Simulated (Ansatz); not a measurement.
# CHAlGa: the cost of one run

Method: cc-pVTZ, core rule «outside noble gas», up to 20 orbitals frozen; program: Ansatz 0.2.0, Gaussian basis.

Plan: UHF; CCSD(T) on ROHF; CCSD(T) on UHF; BCCD(T) on ROHF; CCSDT(Q) on ROHF; CCSDT(Q) on UHF; CASSCF and NEVPT2, 11 electrons in 13 orbitals.

4 further runs of the same task are left out: 1 for a known fault of the program, 3 set aside as unsound or not needed.

## 1. The system

The geometry is a PBE0/def2-TZVP stationary point (not a proven minimum) of the parent state, kept for this charge and spin. No spin-orbit coupling is included. The filled d shell of Ga may be among the frozen orbitals whatever the setting's name suggests; the logs give the count.

4 atoms, charge 0, spin multiplicity 6.

Atoms are counted from 1 here; the program's logs count them from 0.

Bond lengths: C1–Al2 1.943 Å, Al2–Ga3 2.652 Å, Al2–H4 1.870 Å, Ga3–H4 1.887 Å. Angles: C1–Al2–Ga3 152.6°, C1–Al2–H4 107.2°, Ga3–Al2–H4 45.3°, Al2–Ga3–H4 44.8°, Al2–H4–Ga3 89.8°.

## 2. UHF

File in.yaml:

```yaml
crystal:
  periodic: [false, false, false]
  atoms:
    - {symbol: C, position_ang: [0.000000, 0.353117, 3.308131]}
    - {symbol: Al, position_ang: [0.000000, -0.307507, 1.481286]}
    - {symbol: Ga, position_ang: [0.000000, 0.041063, -1.148206]}
    - {symbol: H, position_ang: [0.000000, 1.183406, 0.353214]}
basis:
  gaussian: {orbitals: cc-pVTZ}
magnetization: {spin_polarized: true, initial_magnetization: 5}
hamiltonian: {xc: hf}
output: {orbitals: {seedname: orbitals}}
```

Launch:

```console
ansatz run in.yaml --threads 1 --pin off --events-out ev --progress --plain --max-ram 4096MiB --backend cpu
```

What time and memory should one allow on 1 thread of AMD EPYC 7R13, shared host?

About 17 s, with a peak of 0.42 GiB.
